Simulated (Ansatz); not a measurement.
**WNH (quintet): the correlation ladder, def2-TZVPP**

The task here is to estimate one member of a computed series from the others.

Method: def2-TZVPP, core rule «outside noble gas», up to 5 orbitals frozen; program: Ansatz 0.2.0, Gaussian basis.

The runs, in order: UHF; ROHF; CCSD(T) on UHF.

## What is computed

The geometry is a PBE0/def2-TZVP stationary point (not a proven minimum) of the parent state, kept for this charge and spin. No spin-orbit coupling is included. Elements past krypton take def2 core potentials.

3 atoms, charge 0, spin multiplicity 5.

Atoms are counted from 1 here; the program's logs count them from 0.

Bond lengths: W1–N2 2.058 Å, N2–H3 1.028 Å. Angles: W1–N2–H3 115.8°.

Set-up of the first run:

The input, in.yaml:

```yaml
crystal:
  periodic: [false, false, false]
  atoms:
    - {symbol: W, position_ang: [0.000000, 0.005869, 0.157615]}
    - {symbol: N, position_ang: [0.000000, -0.131830, -1.895665]}
    - {symbol: H, position_ang: [0.000000, 0.761470, -2.404753]}
basis:
  gaussian: {orbitals: def2-TZVPP}
magnetization: {spin_polarized: true, initial_magnetization: 4}
hamiltonian: {xc: hf}
output: {orbitals: {seedname: orbitals}}
```

The run is started by

```
$ ansatz run in.yaml --threads 1 --pin off --events-out ev --progress --plain --max-ram 4096MiB --backend cpu
```

Steps of the session up to this table: UHF; ROHF; CCSD(T) on UHF.

One of the session's tables, all rows but one given; the rest of the session is left out.

| method | from UCCSD(T) (kcal/mol) |
| --- | --- |
| ROHF | +248.66 |
| UHF | +204.49 |
| UMP2 | +31.85 |
| UCCSD | ? |
| UCCSD(T) | 0 |

**Question.** Estimate the row for UCCSD.

As computed: from UCCSD(T) (kcal/mol): +11.15. In the column «from UCCSD(T) (kcal/mol)» it lies between UCCSD(T) (0) and UMP2 (+31.85).

Limits of these values: The determinant is far from a pure spin state, so its energy mixes those of several spin states (harmless only where they are near-degenerate, as at dissociation).
